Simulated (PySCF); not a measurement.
# P³⁺: ionisation energy in aug-cc-pwCVQZ

Each state of phosphorus is computed at each level; their differences give the ionisation energy. How far do the methods differ?

Program: PySCF 2.14.0. Level of theory: unrestricted determinants in a Gaussian basis, no spin-orbit coupling in the energies. These are calculated values, not measurements, unless marked.

## 1. What is computed

| Property | Result |
| --- | --- |
| Element | phosphorus (Z = 15) |
| Basis | aug-cc-pwCVQZ (10s9p7d5f3g, 134 functions) |
| Hamiltonian | no relativity, point nucleus |
| State 1 | P³⁺: [Ne] 3s2, closed-shell 1S |
| Needed too, but not shown | P²⁺ [Ne] 3s2 3p1 (2P) |
| Methods | UHF, LDA, PBE, PBE0, r2SCAN, r2SCAN0, revPBE, M06, MP2 |
| Core shells frozen in the correlated runs | valence: [Ne]; valence and next inner shell: 1s2; all electrons: nothing (for P³⁺) |

The outer shells:

P3+ [Ne] 3s2
```
[Ne] core
3s [↑↓]
```

The runs were made by one driver on top of PySCF. The scripts below sum up each run's settings (the driver also hands on starting orbitals that pick excited configurations, and frozen orbitals as a list rather than a count), and the logs come from the driver's own runs. The driver starts from symmetry-adapted Hartree-Fock orbitals, holds the occupation by maximum overlap and uses a logarithmic radial grid for functionals, so a plain start would take other cycles.

The integrals over 134 functions and the set-up took 2.5 s of CPU time.

## 2. P³⁺, method by method

#### UHF

input.py

```python
from pyscf import gto, scf, dft, mp, cc
import basis_set_exchange as bse
mol = gto.M(atom="P 0 0 0", charge=3, spin=0, symmetry="D2h",
            basis=gto.basis.parse(bse.get_basis("aug-cc-pwCVQZ", elements=["P"], fmt="nwchem")))
mf = scf.UHF(mol)
mf.irrep_nelec = {'Ag': (3, 3), 'B1u': (1, 1), 'B2u': (1, 1), 'B3u': (1, 1)}
mf.kernel()
```

#### LDA

Changes to input.py:

```diff
@@ -4,3 +4,3 @@
             basis=gto.basis.parse(bse.get_basis("aug-cc-pwCVQZ", elements=["P"], fmt="nwchem")))
-mf = scf.UHF(mol)
+mf = dft.UKS(mol, xc="LDA,VWN")
 mf.irrep_nelec = {'Ag': (3, 3), 'B1u': (1, 1), 'B2u': (1, 1), 'B3u': (1, 1)}
```

#### PBE

Changes to input.py:

```diff
@@ -4,3 +4,3 @@
             basis=gto.basis.parse(bse.get_basis("aug-cc-pwCVQZ", elements=["P"], fmt="nwchem")))
-mf = dft.UKS(mol, xc="LDA,VWN")
+mf = dft.UKS(mol, xc="PBE")
 mf.irrep_nelec = {'Ag': (3, 3), 'B1u': (1, 1), 'B2u': (1, 1), 'B3u': (1, 1)}
```

#### PBE0

Changes to input.py:

```diff
@@ -4,3 +4,3 @@
             basis=gto.basis.parse(bse.get_basis("aug-cc-pwCVQZ", elements=["P"], fmt="nwchem")))
-mf = dft.UKS(mol, xc="PBE")
+mf = dft.UKS(mol, xc="PBE0")
 mf.irrep_nelec = {'Ag': (3, 3), 'B1u': (1, 1), 'B2u': (1, 1), 'B3u': (1, 1)}
```

#### r2SCAN

Changes to input.py:

```diff
@@ -4,3 +4,3 @@
             basis=gto.basis.parse(bse.get_basis("aug-cc-pwCVQZ", elements=["P"], fmt="nwchem")))
-mf = dft.UKS(mol, xc="PBE0")
+mf = dft.UKS(mol, xc="R2SCAN")
 mf.irrep_nelec = {'Ag': (3, 3), 'B1u': (1, 1), 'B2u': (1, 1), 'B3u': (1, 1)}
```

#### r2SCAN0

Changes to input.py:

```diff
@@ -4,3 +4,3 @@
             basis=gto.basis.parse(bse.get_basis("aug-cc-pwCVQZ", elements=["P"], fmt="nwchem")))
-mf = dft.UKS(mol, xc="R2SCAN")
+mf = dft.UKS(mol, xc="HYB_MGGA_XC_R2SCAN0")
 mf.irrep_nelec = {'Ag': (3, 3), 'B1u': (1, 1), 'B2u': (1, 1), 'B3u': (1, 1)}
```

#### revPBE

Changes to input.py:

```diff
@@ -4,3 +4,3 @@
             basis=gto.basis.parse(bse.get_basis("aug-cc-pwCVQZ", elements=["P"], fmt="nwchem")))
-mf = dft.UKS(mol, xc="HYB_MGGA_XC_R2SCAN0")
+mf = dft.UKS(mol, xc="PBE_R,PBE")
 mf.irrep_nelec = {'Ag': (3, 3), 'B1u': (1, 1), 'B2u': (1, 1), 'B3u': (1, 1)}
```

#### M06

Changes to input.py:

```diff
@@ -4,3 +4,3 @@
             basis=gto.basis.parse(bse.get_basis("aug-cc-pwCVQZ", elements=["P"], fmt="nwchem")))
-mf = dft.UKS(mol, xc="PBE_R,PBE")
+mf = dft.UKS(mol, xc="M06")
 mf.irrep_nelec = {'Ag': (3, 3), 'B1u': (1, 1), 'B2u': (1, 1), 'B3u': (1, 1)}
```

#### MP2 (valence)

Changes to input.py:

```diff
@@ -4,4 +4,5 @@
             basis=gto.basis.parse(bse.get_basis("aug-cc-pwCVQZ", elements=["P"], fmt="nwchem")))
-mf = dft.UKS(mol, xc="M06")
+mf = scf.UHF(mol)
 mf.irrep_nelec = {'Ag': (3, 3), 'B1u': (1, 1), 'B2u': (1, 1), 'B3u': (1, 1)}
 mf.kernel()
+mp.UMP2(mf, frozen=5).kernel()
```

## 3. P³⁺, continued

#### MP2 (valence and next inner shell)

input.py, as its differences from that of step 2:

```diff
@@ -7,2 +7,2 @@
 mf.kernel()
-mp.UMP2(mf, frozen=5).kernel()
+mp.UMP2(mf, frozen=1).kernel()
```

#### MP2 (all electrons)

Changes to input.py:

```diff
@@ -7,2 +7,2 @@
 mf.kernel()
-mp.UMP2(mf, frozen=1).kernel()
+mp.UMP2(mf, frozen=0).kernel()
```

Q: Predict the outcome of this session.

**Answer**, as computed:

| quantity | value |
| --- | --- |
| ionisation energy, P²⁺ | UHF 29.591, MP2 (all electrons) 29.988 eV; reference 30.203 |

Each level's miss (mean over 1 difference):

```
                                method  mean absolute miss against the measured value (with the measured fine structure taken into account where it is known) (eV)
                                   UHF                                                                                                                       0.571
                                   LDA                                                                                                                       0.047
                                   PBE                                                                                                                       0.085
                                  PBE0                                                                                                                       0.106
                                r2SCAN                                                                                                                       0.216
                               r2SCAN0                                                                                                                       0.202
                                revPBE                                                                                                                       0.084
                                   M06                                                                                                                       0.131
                         MP2 (valence)                                                                                                                       0.237
                     SCS-MP2 (valence)                                                                                                                       0.243
    MP2 (valence and next inner shell)                                                                                                                       0.178
SCS-MP2 (valence and next inner shell)                                                                                                                       0.192
                   MP2 (all electrons)                                                                                                                       0.174
               SCS-MP2 (all electrons)                                                                                                                       0.190
```

In words: LDA lands nearest to the measured value (off by 0.05 eV); UHF misses by most (0.57 eV). Hartree-Fock falls short because the species with more electrons holds more correlation energy, which it lacks. PBE is off by +0.08 eV. The basis is finite, and no extrapolation was made.
